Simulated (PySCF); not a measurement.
# C₅H₃NS: electronic excitations

Aim: predict the electronic excitations of C₅H₃NS (`N#Cc1ccsc1`).

Computed with PySCF 2.14.0, with density-fitted response routines of our own, on a single molecule in the gas phase. Atoms are numbered from 0 throughout.

## 1. Starting geometry

10 atoms, charge 0, multiplicity 1; geometry from: GFN2-xTB.

Bonds of the start (Å): N0–C1 1.15, C1–C2 1.41, C2–C3 1.42, C3–C4 1.35, C4–S5 1.72, S5–C6 1.71, C6–C2 1.37, C3–H7 1.07, C4–H8 1.07, C6–H9 1.07.

## 2. TDDFT and polarisability: B3LYP/def2-SVPD

The job: settings as JSON, then the geometry in Å.

```
{"job": {"kind": "uv", "xc": "B3LYP", "basis": "def2-SVPD", "nstates": 8, "ntriplets": 3}, "charge": 0, "multiplicity": 1}
N     -3.104859    -0.491477     0.071444
C     -1.986996    -0.239201     0.036586
C     -0.611826     0.053847    -0.004872
C      0.410517    -0.931745     0.107087
C      1.648118    -0.388939     0.036147
S      1.605396     1.321083    -0.167002
C     -0.104406     1.316501    -0.158103
H      0.208745    -1.980075     0.231941
H      2.594741    -0.888231     0.090046
H     -0.650549     2.232891    -0.265802
```

Method: TDDFT B3LYP/def2-SVPD, vertical, gas phase, core orbitals frozen in the response.

What will the session give for the following? lowest singlet (B3LYP/def2-SVPD); brightest single state of those computed; lowest triplet. Wanted: lowest singlet; brightest single state of those computed; lowest triplet.

The runs gave:

| quantity | value |
| --- | --- |
| lowest singlet (B3LYP/def2-SVPD) | 5.42 eV (229 nm), f = 0.033 |
| brightest single state of those computed | state 6, 6.54 eV, f = 0.307 |
| lowest triplet | 3.63 eV |

In words: The first singlet state (HOMO−1→LUMO 0.65, HOMO→LUMO 0.23) lies at 5.42 eV and is weak; of the 8 states computed, the strongest absorption comes from state 6 at 6.54 eV. The lowest triplet lies 1.78 eV below the lowest singlet (triplets in Tamm-Dancoff, singlets in full TDDFT).
